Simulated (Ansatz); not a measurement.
Consider a ranking of polymorphs by energy of 2 structures of ZrC (the Ansatz DFT code, driven from Python).

`zrc_polymorphs.py`
```python
# -*- coding: utf-8 -*-
'''Polymorphs of ZrC, after relaxing cells and atoms.'''

import csv
import warnings

import ansatz as az
import numpy as np
import spglib

XC = 'pbesol'
ECUT = 470
KSPACING = 0.14
OCCUPATIONS = 'cold'
SMEARING_WIDTH = 0.05

PHASES = {
    'P6_3/mmc': (
        [[3.391476, 0.0, 0.0], [-1.695738, 2.937105, 0.0], [0.0, 0.0, 5.290053]],
        [
            ('Zr', [1 / 3, 2 / 3, 0.25]),
            ('Zr', [2 / 3, 1 / 3, 0.75]),
            ('C', [0.0, 0.0, 0.0]),
            ('C', [0.0, 0.0, 0.5]),
        ],
    ),
    'Fm-3m': (
        [[0.0, 2.365, 2.365], [2.365, 0.0, 2.365], [2.365, 2.365, 0.0]],
        [
            ('Zr', [0.5, 0.5, 0.5]),
            ('C', [0.0, 0.0, 0.0]),
        ],
    ),
}


def build(vectors, sites):
    crystal = az.Crystal(lattice=az.Lattice.of(vectors))
    for symbol, position in sites:
        crystal = crystal.atom(symbol, position)
    return crystal


def run_phase(name, crystal):
    calc = crystal.calculation()
    calc = calc.functional(XC)
    calc = calc.basis(ECUT)
    calc = calc.kpoints(spacing=KSPACING).occupations(OCCUPATIONS, width=SMEARING_WIDTH)
    calc = calc.stress()
    calc = calc.band_table()
    calc = calc.relax(force_tolerance=0.03, max_steps=60, cell=True)
    return calc.run(threads=1, backend='cpu')


def space_group(outcome):
    sites = outcome.report['lattice']['sites']
    kinds = sorted({site['symbol'] for site in sites})
    cell = (outcome.lattice.cell_ang, [site['position_frac'] for site in sites], [kinds.index(site['symbol']) for site in sites])
    return spglib.get_spacegroup(cell, symprec=0.01)


def volume_per_atom(outcome):
    return abs(np.linalg.det(outcome.lattice.cell_ang)) / len(outcome.lattice.sites)

warnings.simplefilter('ignore', az.DeckWarning)

phases = {name: build(*cell) for name, cell in PHASES.items()}

done = {}
for name, crystal in phases.items():
    done[name] = run_phase(name, crystal)
    print(f'{name}: {done[name].report["energy_sigma0_ev"]:.4f} eV, {len(done[name].lattice.sites)} atoms')

energy = {name: o.report['energy_sigma0_ev'] / len(o.lattice.sites) for name, o in done.items()}
lowest = min(energy.values())
rows = [(name, len(o.lattice.sites), 1000 * (energy[name] - lowest), space_group(o), volume_per_atom(o)) for name, o in done.items()]
rows.sort(key=lambda row: row[2])
with open('polymorphs.csv', 'w', newline='') as handle:
    writer = csv.writer(handle)
    writer.writerow(['phase', 'atoms', 'dE (meV/atom)', 'space group', 'V (A^3/atom)'])
    writer.writerows([round(v, 4) if isinstance(v, float) else v for v in row] for row in rows)
print(open('polymorphs.csv').read())
```

Which of these structures comes out lowest, and how far apart are they?

By space group at the end of each run: Fm-3m (+0 meV an atom, 12.7 Å³) and P6_3/mmc (+159 meV an atom, 12.7 Å³).

The output:

`python zrc_polymorphs.py` gives:
```text
P6_3/mmc: -8753.7154 eV, 4 atoms
Fm-3m: -4377.1749 eV, 2 atoms
phase,atoms,dE (meV/atom),space group,V (A^3/atom)
Fm-3m,2,0.0,Fm-3m (225),12.7234
P6_3/mmc,4,158.5809,P6_3/mmc (194),12.7046
```

Total energies depend on the potentials; only differences at equal settings carry meaning. The run is spin-unpolarised. The cells come from databases of deposited and of computed structures, and not all need be stable phases. The ranking holds among these structures alone, at zero temperature; the ground state may be another structure. Differences under 10 to 15 meV an atom lie within the error of mesh and functional. Finished in 71 s on 1 thread of Arm Neoverse V1 (shared host), peak memory 0.53 GiB.
